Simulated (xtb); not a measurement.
# GFN2-xTB (ALPB dioxane, coordinate distance, coordinate atoms (2, 1), force constant 0.5 Eh/bohr^2, held value 1.698 angstrom) run of doublet C3H7Ga+

Aim: a geometry optimisation of doublet C3H7Ga+. 

The results are computed with xtb 6.7.1.

5 further runs of the same task are left out: 2 that didn't finish, 3 set aside as unsound or not needed.

**1. Starting point**

The species is C3H7Ga+ (11 atoms), meant as a doublet with charge +1. SMILES of the parent species: `C=C[CH2][GaH2]`. The shape was relaxed beforehand at GFN2-xTB. The run starts from this shape.

Bond lengths: C1–C2 1.321 Å, C2–C3 1.498 Å, C3–Ga4 2.040 Å, C1–H5 1.077 Å, C1–H6 1.090 Å, C2–H7 1.085 Å, C3–H8 1.101 Å, C3–H9 1.099 Å, Ga4–H10 1.581 Å, Ga4–H11 1.585 Å. Some angles: C1–C2–C3 124.6°, C2–C3–Ga4 111.4°, C1–C2–H7 119.4°, C3–C2–H7 116.0°, C2–C1–H5 122.8°, C2–C1–H6 120.7°, C2–C3–H8 109.1°, C2–C3–H9 108.9°, Ga4–C3–H8 109.3°, Ga4–C3–H9 112.6°.

**2. A geometry optimisation at GFN2-xTB (ALPB dioxane, coordinate distance, coordinate atoms (2, 1), force constant 0.5 Eh/bohr^2, held value 1.698 angstrom)**

Input file input.inp:

```
$constrain
   force constant=0.5
   distance: 2, 1, 1.698
$end
```

Input file coord:

```
$coord angs
    -0.8992900     1.2368100    -0.5036100  C
    -1.1791700     0.1153900     0.1350000  C
    -0.1541200    -0.8537300     0.6397600  C
     1.6793100    -0.4918600    -0.1780600  Ga
    -1.6592700     1.9266900    -0.8304000  H
     0.1324600     1.5085200    -0.7261900  H
    -2.2151700    -0.1397200     0.3348100  H
    -0.0868500    -0.7684000     1.7357400  H
    -0.5072400    -1.8772500     0.4490800  H
     1.9732500    -0.4542700    -1.7314600  H
     2.9813900    -0.2591700     0.6960200  H
$end
```

Started as:

```
xtb coord --molden -v -o --alpb dioxane -c 1 -u 1 -I input.inp --gfn 2 | tee out.txt
```

What values should one expect? Wanted: total energy at the end; HOMO energy; LUMO energy; dispersion energy; solvent term in the energy; mean polarisability.

**Answer.** As computed:

Level: GFN2-xTB (ALPB dioxane, coordinate distance, coordinate atoms (2, 1), force constant 0.5 Eh/bohr^2, held value 1.698 angstrom).

| quantity | value |
| --- | --- |
| total energy at the end | -10.73878 Eh |
| HOMO energy (partly filled) | -12.38 eV |
| LUMO energy | -8.65 eV |
| dispersion energy | -13.66 kJ/mol |
| solvent term in the energy | -162.1 kJ/mol |
| mean polarisability (D4 model) | 86.7 bohr³ |

**Reading.** At the final geometry: Bond lengths: C1–C2 1.662 Å, C2–C3 1.341 Å, C1–H5 1.081 Å, C1–H6 1.083 Å, C2–H7 1.078 Å, C3–H8 1.090 Å, C3–H9 1.087 Å, C1–H10 1.089 Å. Some angles: C1–C2–C3 120.7°, C1–C2–H7 115.3°, C3–C2–H7 123.9°, C2–C1–H5 109.0°, C2–C1–H6 107.9°, C2–C1–H10 107.5°, C2–C3–H8 120.2°, C2–C3–H9 120.8°, H5–C1–H6 111.0°, H5–C1–H10 111.1°. Mulliken charges run from -0.14 on C1 to +0.52 on Ga4.
